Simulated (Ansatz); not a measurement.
# CH3BrO: a short trajectory

Aim: follow the atoms for 60 steps of 0.25 fs with a Langevin thermostat, with velocities drawn for 1000 K.

Computed with Ansatz 0.2.0, Gaussian basis. Level: revPBE-D4/def2-SVPD.

### 1 Where the work starts

The start, a pair relaxed at PBE0-D4: SMILES `Br.C=O`, 6 atoms, charge 0, spin multiplicity 1.

Atoms are counted from 1 here; the program's logs count them from 0.

Bond lengths: Br1–H2 1.449 Å, C3–O4 1.201 Å, C3–H5 1.105 Å, C3–H6 1.104 Å. Angles: O4–C3–H5 121.6°, O4–C3–H6 121.1°, H5–C3–H6 117.2°.

Coordinates:

| atom | x (Å) | y (Å) | z (Å) |
| --- | --- | --- | --- |
| Br1 | -0.17225 | -0.59877 | -2.57679 |
| H2 | -0.52151 | 0.12914 | -1.37403 |
| C3 | 0.18204 | 0.11028 | 0.99385 |
| O4 | -0.60883 | 0.74020 | 0.34536 |
| H5 | 0.80702 | -0.67905 | 0.53788 |
| H6 | 0.31353 | 0.29819 | 2.07362 |

### 2 The run

File md/in.yaml:

```yaml
crystal:
  periodic: [false, false, false]
  atoms:
    - {symbol: Br, position_ang: [-0.172247, -0.598766, -2.576788]}
    - {symbol: H, position_ang: [-0.521515, 0.129141, -1.374032]}
    - {symbol: C, position_ang: [0.182041, 0.110279, 0.993853]}
    - {symbol: O, position_ang: [-0.608831, 0.740204, 0.345362]}
    - {symbol: H, position_ang: [0.807022, -0.679054, 0.537885]}
    - {symbol: H, position_ang: [0.313530, 0.298195, 2.073619]}
basis:
  gaussian: {orbitals: def2-SVPD}
hamiltonian: {xc: {name: revPBE}, dispersion: d4}
md: {n_steps: 60, timestep: 0.25, temperature: 1000, ensemble: nvt_langevin, seed: 635, friction: 0.01, initial_velocities: maxwell_boltzmann}
```

Started as:

```bash
$ ansatz run in.yaml --threads 4 --pin off --events-out ev --progress --plain --max-ram 9574MiB
```

**Question.** What will these runs give? Wanted: temperature at the start; mean temperature, second half; lowest and highest potential energy, from the first frame; largest change of potential + kinetic.

As calculated:

```
                                                 quantity              value
                                                   length  60 steps, 15.0 fs
                                 temperature at the start              833 K
                            mean temperature, second half              501 K
lowest and highest potential energy, from the first frame     -5 and 250 meV
                    largest change of potential + kinetic          162.8 meV
```

In words: The thermostat trades energy with the molecule, so the sum of potential and kinetic energy isn't conserved: it changes by +22 meV over the run. The mean temperature of the second half is still well below the 1000 K set. With 6 atoms the instant temperature spans 398 to 833 K. The bonding pattern stays as it was. Under Langevin the temperature counts 3N degrees of freedom, more than the drawn velocities fill, so it starts at 833 K, not 1000 K.
